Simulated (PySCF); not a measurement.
# C7H7F2Si: the cost of one run

Programs: PySCF 2.14.0, with routines of our own; each step states its level. All values are computed. Atoms count from 0.

## 1. The system as given

17 atoms, charge 0, multiplicity 2; geometry from: GFN2-xTB.

## 2. Open-shell or spin-flip excitations: unrestricted TDDFT wB97X-D/def2-SVP

What the job is given:

```
{"job": {"kind": "uabs", "xc": "wB97X-D", "basis": "def2-SVP", "nstates": 10, "tda": false}, "charge": 0, "multiplicity": 2}
F     -1.773986    -1.931562    -0.874212
C     -1.242096    -1.633076     0.351629
F     -0.863362    -2.817685     0.881772
C     -0.112389    -0.653361     0.231404
C      1.164865    -1.007913     0.622836
C      2.208562    -0.101523     0.525596
C      1.961590     1.172488     0.025101
C      0.695078     1.528783    -0.373302
C     -0.388780     0.631644    -0.288439
Si    -2.047844     1.176107    -0.851650
H     -2.074559    -1.246140     0.966651
H      1.345790    -1.999397     1.010428
H      3.202409    -0.384594     0.835149
H      2.770837     1.884040    -0.054919
H      0.516691     2.520693    -0.764298
H     -2.139530     2.527905    -1.367029
H     -3.230273     0.345620    -0.886627
```

Method: unrestricted TDDFT wB97X-D/def2-SVP, vertical, gas phase, core orbitals frozen in the response.

On the command line:

```console
$ OMP_NUM_THREADS=1 python excited_run.py task.json out
```

This one command runs all jobs of the session in turn.

Q: Estimate the wall time and peak memory of this first job on 1 thread of Intel Xeon at 2.70GHz, shared host.

About 3.8 min, with a peak of 0.77 GiB.
